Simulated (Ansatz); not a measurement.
# C₇H₁₈FHfNO: small, medium and large basis sets

An exercise on one series of results from a longer session: the logs are not shown, and one member is left open.

Program: Ansatz 0.2.0, Gaussian basis. Level of theory: one geometry, several basis sets. These are calculated values, not measurements.

Plan: PBE0-D4/def2-SVP; ωB97M-V/def2-SVP; PBE0-D4/def2-QZVPP; ωB97M-V/def2-QZVPP; the functionals' def2-TZVPP values are taken from earlier runs.

## Structure used throughout

All runs share one geometry, relaxed beforehand with PBE0-D4 in a triple-zeta def2 set. Hf takes the def2 core potential; no spin-orbit term is included.

SMILES `C[N](C)[Hf]([OH])([F])[CH2]C(C)(C)C`, 29 atoms, charge 0, spin multiplicity 1.

Atoms are counted from 1 here; the program's logs count them from 0.

Bond lengths: C1–N2 1.443 Å, C1–H12 1.099 Å, C1–H13 1.093 Å, C1–H14 1.100 Å, N2–C3 1.444 Å, N2–Hf4 2.025 Å, C3–H15 1.100 Å, C3–H16 1.099 Å, C3–H17 1.094 Å, Hf4–O5 1.927 Å, Hf4–F6 1.924 Å, Hf4–C7 2.241 Å, O5–H18 0.952 Å, C7–C8 1.535 Å, C7–H19 1.105 Å, C7–H20 1.100 Å, C8–C9 1.527 Å, C8–C10 1.529 Å and more. Angles: N2–C1–H12 111.6°, N2–C1–H13 110.9°, N2–C1–H14 111.5°, H12–C1–H13 107.6°, H12–C1–H14 107.4°, H13–C1–H14 107.6°, C1–N2–C3 112.4°, C1–N2–Hf4 123.9°, C3–N2–Hf4 123.6°, N2–C3–H15 111.7°, N2–C3–H16 111.5°, N2–C3–H17 111.2°, H15–C3–H16 107.4°, H15–C3–H17 107.6°, H16–C3–H17 107.3°, N2–Hf4–O5 109.5°, N2–Hf4–F6 110.5°, N2–Hf4–C7 106.8° and more.

The first run:

Input file in.yaml:

```yaml
crystal:
  periodic: [false, false, false]
  atoms:
    - {symbol: C, position_ang: [-2.149348, -2.005477, -0.782480]}
    - {symbol: N, position_ang: [-2.008627, -0.808160, 0.011189]}
    - {symbol: C, position_ang: [-2.221377, -1.051492, 1.418197]}
    - {symbol: Hf, position_ang: [-1.549928, 1.009048, -0.755776]}
    - {symbol: O, position_ang: [-2.158211, 1.108311, -2.581291]}
    - {symbol: F, position_ang: [-2.042328, 2.404368, 0.473652]}
    - {symbol: C, position_ang: [0.681511, 1.088563, -0.946165]}
    - {symbol: C, position_ang: [1.617125, 0.540361, 0.140420]}
    - {symbol: C, position_ang: [1.174723, 1.041825, 1.513549]}
    - {symbol: C, position_ang: [3.050426, 1.008681, -0.115438]}
    - {symbol: C, position_ang: [1.589463, -0.985730, 0.128422]}
    - {symbol: H, position_ang: [-3.146255, -2.453609, -0.664099]}
    - {symbol: H, position_ang: [-2.007460, -1.788451, -1.844748]}
    - {symbol: H, position_ang: [-1.409558, -2.767370, -0.496973]}
    - {symbol: H, position_ang: [-1.475607, -1.749226, 1.826785]}
    - {symbol: H, position_ang: [-3.214538, -1.483620, 1.606225]}
    - {symbol: H, position_ang: [-2.155297, -0.123348, 1.994012]}
    - {symbol: H, position_ang: [-2.576180, 1.428133, -3.373997]}
    - {symbol: H, position_ang: [0.873922, 2.170010, -1.067379]}
    - {symbol: H, position_ang: [0.948610, 0.647660, -1.917829]}
    - {symbol: H, position_ang: [1.866083, 0.715764, 2.296406]}
    - {symbol: H, position_ang: [1.126855, 2.133973, 1.539940]}
    - {symbol: H, position_ang: [0.184163, 0.656991, 1.779744]}
    - {symbol: H, position_ang: [3.114054, 2.100171, -0.088925]}
    - {symbol: H, position_ang: [3.740485, 0.612366, 0.636789]}
    - {symbol: H, position_ang: [3.396145, 0.677645, -1.098593]}
    - {symbol: H, position_ang: [1.920113, -1.372464, -0.839979]}
    - {symbol: H, position_ang: [0.579030, -1.359230, 0.311822]}
    - {symbol: H, position_ang: [2.251994, -1.395695, 0.896521]}
basis:
  gaussian: {orbitals: def2-SVP}
hamiltonian: {xc: pbe0, dispersion: d4}
output: {orbitals: {seedname: orbitals}}
```

Launch:

```console
ansatz run in.yaml --threads 6 --pin off --events-out ev --progress --plain --max-ram 174080MiB --backend cpu
```

Among the steps run: PBE0-D4 in def2-SVP; ωB97M-V in def2-SVP; PBE0-D4 in def2-QZVPP; ωB97M-V in def2-QZVPP.

One table of the session follows, with a row left open; its other results are not shown here.

```
functional       basis  HOMO (eV)  LUMO (eV)
   PBE0-D4    def2-SVP          ?          ?
   PBE0-D4  def2-TZVPP      -6.50       0.00
   PBE0-D4  def2-QZVPP      -6.52      -0.20
   ωB97M-V    def2-SVP      -8.71       1.28
   ωB97M-V  def2-TZVPP      -8.79       1.02
   ωB97M-V  def2-QZVPP      -8.81       0.61
```

Estimate the missing values for PBE0-D4, def2-SVP.

**Answer.** HOMO (eV): -6.43; LUMO (eV): 0.19. In the column «HOMO (eV)» it is the highest.
